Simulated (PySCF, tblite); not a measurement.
**F₄GaGeHO₂, a fragment of a glass network (2-ring): NMR shifts, core binding energies and electronic excitations**

Wanted: the NMR shifts, core binding energies and electronic excitations for `[F][Ga-]1([F])[O][Ge]([F])([F])[OH+]1`. It is drawn as: Ge Ga, F ends, O bridges.

Computed with tblite 0.8.0 and PySCF 2.14.0; each step states its level. No surroundings beyond the atoms listed, unless a continuum is named. Atoms count from 0, parts from 1.

## 1. Starting point

9 atoms, charge 0, multiplicity 1; geometry: distance geometry start.

## 2. Relaxing the cluster with GFN2-xTB

Job settings and geometry (Å):

```
{"job": {"kind": "relax", "xc": "GFN2-xTB", "basis": "xTB"}, "charge": 0, "multiplicity": 1}
F      0.644901     2.577818    -0.260666
Ga    -0.096020     1.081288     0.357287
F     -0.650343     1.097771     2.028981
O     -1.414615     0.415792    -0.847580
Ge    -0.368098    -1.130477    -1.230074
F     -1.079136    -2.584438    -0.624569
F      0.197338    -1.174221    -2.867962
O      0.961629    -0.457573    -0.034947
H      1.131859    -1.017407     0.738058
```

Method: GFN2-xTB geometry optimisation, gas phase.

Run with:

```bash
OMP_NUM_THREADS=1 python cluster_run.py task.json out
```

One launch serves the whole session: the jobs run in the order shown.

**Question.** The jobs that follow are: PBE0-D3(BJ)/def2-SVP geometry optimisation, gas phase; GIAO PBE0/pcSseg-1 NMR shielding, non-relativistic, gas phase; delta-SCF UKS SCAN, pcX-2 on the ionised atom, pcseg-1 elsewhere, spin-free X2C; TDDFT CAM-B3LYP/def2-SVPD, vertical, gas phase, core orbitals frozen in the response. Predict: rotational constants (main isotopes); ¹H shifts against TMS (PBE0/pcSseg-1); ¹⁹F shifts against CFCl3 (PBE0/pcSseg-1); ⁷¹Ga shifts against GaH4- (PBE0/pcSseg-1); ¹⁷O shifts against H2O (PBE0/pcSseg-1); ⁷³Ge shifts against GeMe4 (PBE0/pcSseg-1); F1s binding energies, SCAN/pcX-2 (standing for 3 of 4 atoms); O1s binding energies, SCAN/pcX-2; lowest singlet (CAM-B3LYP/def2-SVPD); brightest single state of those computed; lowest triplet; vertical ionisation energy (ΔSCF); vertical electron affinity (ΔSCF).

As calculated:

```
                                                    quantity                               value
                        rotational constants (main isotopes)                2.39, 0.69, 0.61 GHz
                       ¹H shifts against TMS (PBE0/pcSseg-1)                            3.58 ppm
                    ¹⁹F shifts against CFCl3 (PBE0/pcSseg-1)  -147.5, -147.6, -202.2, -202.3 ppm
                   ⁷¹Ga shifts against GaH4- (PBE0/pcSseg-1)                              56 ppm
                      ¹⁷O shifts against H2O (PBE0/pcSseg-1)                      92.1, 72.0 ppm
                   ⁷³Ge shifts against GeMe4 (PBE0/pcSseg-1)                             -86 ppm
F1s binding energies, SCAN/pcX-2 (standing for 3 of 4 atoms)  F5 693.33, F2 691.67, F0 691.66 eV
                            O1s binding energies, SCAN/pcX-2             O7 540.94, O3 538.89 eV
                        lowest singlet (CAM-B3LYP/def2-SVPD)         6.63 eV (187 nm), f = 0.023
                    brightest single state of those computed         state 6, 8.37 eV, f = 0.102
                                              lowest triplet                             6.13 eV
                           vertical ionisation energy (ΔSCF)                            12.89 eV
                           vertical electron affinity (ΔSCF)                             0.78 eV
```

In words: The start of the PBE0/def2-SVP relaxation was shaken at random by about 0.01 Å, so part of the energy gained, and of the first lengths quoted, undoes that. Relaxing lowered the energy by 0.208 eV in 10 steps; the close pair that moved most is Ga1–O7, from 2.301 to 2.072 Å (PBE0/def2-SVP). No frequency check was run at this level, so the end point may be a saddle. At PBE0/pcSseg-1: Shielding is most anisotropic at Ga1 (span 431 ppm, paramagnetic term -986 ppm). At SCAN/pcX-2: F5 (fluorine bonded to Ge) binds its F1s electron 1.67 eV more tightly than F0 (fluorine bonded to Ga). Only 3 of the 4 F atoms are covered by sound results. At SCAN/pcX-2: O7 (donor oxygen of a Lewis adduct) binds its O1s electron 2.05 eV more tightly than O3 (oxygen bonded to Ga, Ge, in a 4-membered ring). The lowest singlet, at 6.63 eV, is HOMO→LUMO 0.92 and is weak; of the 6 states computed, the strongest absorption comes from state 6 at 8.37 eV (the last computed, so partners may be missing). The lowest triplet lies 0.50 eV below the lowest singlet (triplets in Tamm-Dancoff, singlets in full TDDFT). ΔSCF puts the ionisation energy at 12.89 eV, 0.92 eV above −ε(HOMO). Spin-orbit coupling is left out, which matters for shieldings and couplings at and beside the heavy atoms.
